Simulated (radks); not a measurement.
**Shell filling in a jellium sphere with rs = 5.95 bohr, N = 10 to 13**

Which level does each new electron take in a jellium sphere with rs = 5.95 bohr, and at which counts is the cluster hardest to charge further? Each count tries a few candidate levels and keeps the lowest. The background charge grows with the count, so each cluster is neutral; its cation and anion are computed too.

Method: non-relativistic spin-polarised Kohn-Sham, LDA (Slater exchange, Perdew-Wang correlation), spherically averaged shells; computed with radks, version 2.

## (1) The model

- well: a jellium sphere with rs = 5.95 bohr
- functional: LDA (Slater exchange, Perdew-Wang correlation)
- levels: named by radial order: 1s, 1p, 1d, 2s, 1f and so on
- units: hartree and bohr; summary energies in eV
- configuration carried in: 1s2 1p6 1d(up 1, down 0) (N = 9, energy -0.556841)

The runs that follow: Electron number 10; 11 electrons; N = 12; 13 electrons.

What does the calculation give? Wanted: closed shells at N; largest second difference; most unpaired electrons; ionisation energies; configuration at N = 13.

As calculated:

| quantity | value |
| --- | --- |
| closed shells at N | none in this range |
| largest second difference | -0.0852 eV at N = 12 (of N = 10 to 12) |
| most unpaired electrons | 5 at N = 13 |
| ionisation energies | 2.89 to 3.12 eV |
| configuration at N = 13 | 1s2 1p6 1d(up 5, down 0) |

What this shows: No shell closes in this range. The largest moment in range is 5, first at N = 13: exchange favours parallel spins in open shells. The ions keep the filling of the neutral cluster, less or plus one electron, without a search of their own. Spherical averaging forbids deformation, and the greedy search can miss a lower configuration.
